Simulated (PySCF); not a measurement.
# From one method to the next for RbCl⁺

What do other methods print for RbCl⁺?

Program: PySCF 2.14.0. Level of theory: method and basis as typed in the scripts. These are calculated values, not measurements.

2 further runs of the same task are left out: 1 for a known fault of the program, 1 that didn't finish.

## (1) Starting geometry

RbCl⁺: 2 atoms, charge 1, spin multiplicity 2.

Bond lengths: Rb1–Cl2 2.765 Å.

## (2) Base script

Input file input.py:

```python
from pyscf import gto, dft
from pyscf.prop.polarizability import uhf as pol

mol = gto.M(
    atom='Rb 0 0 0; Cl 0 0 2.765',
    basis='sbkjc',
    ecp={'Rb': 'sbkjc', 'Cl': 'sbkjc'},
    charge=1,
    spin=1,
    verbose=4,
)
mf = dft.UKS(mol, xc='wb97')
mf.kernel()
print('polarizability (a.u.)')
print(pol.Polarizability(mf).polarizability().round(4))
mf.dip_moment()
print('orbital energies (hartree):', [e[max(0, n-3):n+3].round(4) for e, n in zip(mf.mo_energy, mol.nelec)])
```

Run with:

```bash
> python input.py
```

## (3) CASSCF (ROHF)

Variant 1 changes step after the SCF: polarizability → casscf; SCF type: UKS → ROHF; functional: wb97 → none (Hartree–Fock); active space: none → 5 electrons in 6 orbitals.

Input file input.py:

```python
from pyscf import gto, scf, mcscf

mol = gto.M(
    atom='Rb 0 0 0; Cl 0 0 2.765',
    basis='sbkjc',
    ecp={'Rb': 'sbkjc', 'Cl': 'sbkjc'},
    charge=1,
    spin=1,
    verbose=4,
)
mf = scf.ROHF(mol)
mf.kernel()
mc = mcscf.CASSCF(mf, 6, 5)
mc.kernel()
mc.analyze()
mf.dip_moment()
print('orbital energies (hartree):', mf.mo_energy[..., max(0, mol.nelec[1]-3):mol.nelec[0]+3].round(4))
```

## (4) MP2 (UHF)

Variant 2 changes step after the SCF: polarizability → mp2; SCF type: UKS → UHF; functional: wb97 → none (Hartree–Fock).

Input file input.py:

```python
from pyscf import gto, scf, mp

mol = gto.M(
    atom='Rb 0 0 0; Cl 0 0 2.765',
    basis='sbkjc',
    ecp={'Rb': 'sbkjc', 'Cl': 'sbkjc'},
    charge=1,
    spin=1,
    verbose=4,
)
mf = scf.UHF(mol)
mf.kernel()
mp.MP2(mf).kernel()
mf.dip_moment()
print('orbital energies (hartree):', [e[max(0, n-3):n+3].round(4) for e, n in zip(mf.mo_energy, mol.nelec)])
```

## (5) Wb97x

Variant 3 changes functional: wb97 → wb97x.

Edit input.py of step 2 so:

```diff
@@ -11,3 +11,3 @@
 )
-mf = dft.UKS(mol, xc='wb97')
+mf = dft.UKS(mol, xc='wb97x')
 mf.kernel()
```

## (6) Tpss

Variant 4 changes functional: wb97 → tpss.

Edit input.py of step 2 so:

```diff
@@ -11,3 +11,3 @@
 )
-mf = dft.UKS(mol, xc='wb97')
+mf = dft.UKS(mol, xc='tpss')
 mf.kernel()
```

What does the calculation give? Wanted: for each run, E(SCF); from base; gap, α spin; after the SCF.

As calculated:

```
          run  E(SCF) (hartree)  from base (eV)  cycles  gap, α spin (eV)                 after the SCF
         base        -14.854536               0       7             14.25                           n/a
CASSCF (ROHF)        -14.649007  not comparable       8               n/a  CASSCF correlation -0.394 eV
    MP2 (UHF)        -14.649183  not comparable       8             15.11     MP2 correlation -0.444 eV
        wb97x        -14.856522  not comparable       7             14.07                           n/a
         tpss        -14.857435  not comparable       6              8.84                           n/a
```

A lower total energy from another functional means nothing by itself.
